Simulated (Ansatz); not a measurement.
Predict the output of the script below (Ansatz 0.2.0, Python API).

Script `sb.py`:
```python
# -*- coding: utf-8 -*-
"""Enthalpies of two structures of Sb under pressure."""

import csv
import logging
import sys
import warnings

import ansatz as az
import numpy as np

logging.basicConfig(stream=sys.stdout, format="%(levelname)s:%(name)s:%(message)s")
logger = logging.getLogger("calc")
logger.setLevel(logging.INFO)


def diamond(first, a):
    return az.Crystal.diamond(first, a=a)


def fcc(A, a):
    return (
        az.Lattice.fcc(a)
        .space_group(225)
        .atom(A, (0, 0, 0))
        .primitive()
    )


def ground_state(name, crystal, pressure=0.0):
    calc = (
        crystal.calculation()
        .pseudopotentials("nc")
        .scf(tolerance=1e-06, max_iterations=150)
        .functional("lda")
        .accuracy("medium")
        .kpoints(spacing=0.3)
        .occupations("fermi_dirac", width=0.05)
    )
    calc = calc.relax(force_tolerance=0.03, cell=True, pressure=pressure)
    return calc.run(threads=1)


def volume_per_atom(outcome):
    return abs(np.linalg.det(outcome.lattice.cell_ang)) / len(outcome.lattice.sites)


def main():
    warnings.simplefilter("ignore", az.DeckWarning)

    phases = {}
    phases["diamond"] = diamond("Sb", 6.8)
    phases["fcc"] = fcc("Sb", 4.94)

    # H = E + PV, with 1 eV per cubic angstrom equal to 160.2 GPa
    pressures = [0, 10, 20, 30]
    enthalpy, volume = {name: [] for name in phases}, {name: [] for name in phases}
    for p in pressures:
        for name, crystal in phases.items():
            o = ground_state(name, crystal, pressure=p)
            volume[name].append(volume_per_atom(o))
            enthalpy[name].append(o.report["energy_sigma0_ev"] / len(o.lattice.sites) + p * volume[name][-1] / 160.21766)
    gap = np.array(enthalpy["fcc"]) - np.array(enthalpy["diamond"])
    rows = [(p, va, vb, 1000 * d) for p, va, vb, d in zip(pressures, volume["diamond"], volume["fcc"], gap)]
    with open("transition.csv", "w", newline="") as handle:
        writer = csv.writer(handle)
        writer.writerow(["P (GPa)", "V diamond (A^3/atom)", "V fcc (A^3/atom)", "H(fcc) - H(diamond) (meV/atom)"])
        writer.writerows([round(v, 4) if isinstance(v, float) else v for v in row] for row in rows)
    print(open("transition.csv").read())
    crossings = [p0 - g0 * (p1 - p0) / (g1 - g0) for p0, p1, g0, g1 in zip(pressures, pressures[1:], gap, gap[1:]) if g0 * g1 < 0]
    print("crossing near", [round(float(p), 1) for p in crossings], "GPa") if crossings else print("no crossing in this range")


if __name__ == "__main__":
    main()
```

```console
$ python sb.py
P (GPa),V diamond (A^3/atom),V fcc (A^3/atom),H(fcc) - H(diamond) (meV/atom)
0,39.8581,26.0021,-111.2319
10,33.2546,23.2439,-835.9743
20,29.5747,21.4835,-1402.7888
30,27.0757,20.2586,-1863.9006

no crossing in this range
```

Reading the output:
- These settings explore the input space; cutoff and mesh may be short of convergence.
- At a fixed pressure a relaxation lowers the enthalpy F + PV, while F alone can rise.
- For the metals among these phases the mesh is modest: differences between phases can be off by up to 40 meV an atom.
- The program warned that this SCF threshold is loose for forces or stresses.
- Only these two structures are compared, at zero temperature and with their symmetry kept; either may be hypothetical, and another phase may be lower than both. Differences under about 40 meV an atom lie within the error of mesh and functional.
- The cells are prototypes set up for this calculation and needn't exist.
- The script silences the warnings on its input, which a real study should read.
- Hardware and time: 120 s on 1 thread of Arm Neoverse V1 (shared host), peak memory 0.47 GiB.
